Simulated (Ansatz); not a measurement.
## C2H7GeN, SMILES C=C[NH][GeH3]: an atomisation energy, step by step

Program: Ansatz 0.2.0, Python API.

Interactive session:
```pycon
>>> from collections import Counter
>>> import ansatz
>>> from ase import Atoms
>>> def single_point(molecule, charge=0, unpaired=0):
...     calc = (
...         molecule.calculation()
...         .basis(gaussian="def2-TZVP")
...         .functional("cam_b3lyp")
...     )
...     if charge:
...         calc = calc.charge(charge)
...     if unpaired:
...         calc = calc.spin("collinear", total=unpaired)
...     report = calc.run().report
...     if report["published_state_doubts"]:
...         print("  doubts:", report["published_state_doubts"])
...     return report["free_energy_ev"]
...
>>> atoms = Atoms(["C", "C", "N", "Ge", "H", "H", "H", "H", "H", "H", "H"], positions=[
...     [-0.4716, 2.0475, -0.3615],
...     [-0.5039, 0.8589, 0.1279],
...     [0.3731, -0.1204, -0.3884],
...     [0.4955, -1.834, 0.3372],
...     [0.1517, 2.3701, -1.1925],
...     [-1.2122, 2.8423, 0.0171],
...     [-1.1555, 0.6086, 0.9343],
...     [1.11, 0.122, -1.1539],
...     [1.8292, -2.1292, 0.9666],
...     [0.0983, -2.8668, -0.7532],
...     [-0.6493, -1.9559, 1.4872],
... ])
>>> molecule = ansatz.Crystal.molecule_from_ase(atoms)
>>> # unpaired electrons of the ground-state atoms
>>> unpaired = {"C": 2, "N": 3, "Ge": 2, "H": 1}
>>> counts = Counter(site.symbol for site in molecule.cartesian_sites)
>>> atom_energy = {s: single_point(ansatz.Crystal.molecule().atom(s, (0, 0, 0)), 0, unpaired[s]) for s in counts}
>>> whole = single_point(molecule, 0, 0)
>>> for s, e in atom_energy.items():
...     print(f"{s:2s} x{counts[s]}  {e:14.5f} eV")
...
C  x2     -1029.59771 eV
N  x1     -1485.26905 eV
Ge x1    -56519.08593 eV
H  x7       -13.57334 eV
>>> print(f"C2H7GeN: {whole:.5f} eV")
C2H7GeN: -60197.92260 eV
>>> split = sum(counts[s] * e for s, e in atom_energy.items()) - whole
>>> print(f"atomisation energy (no zero-point term): {96.485332 * split:.1f} kJ/mol, {split / sum(counts.values()):.3f} eV an atom")
atomisation energy (no zero-point term): 3797.6 kJ/mol, 3.578 eV an atom
```

3797.6 kJ/mol from the electronic energies, without the zero-point term.

What to keep in mind:
- Total energies depend on the basis set; only differences at equal settings carry meaning.
- The geometry is a force-field or estimated start, not a minimum of this method, and the basis set is short of its limit. All parts are taken at fixed geometry, without zero-point energy.
- Timing: 7.4 s on 1 thread of Arm Neoverse V2 (shared host), peak memory 0.45 GiB.
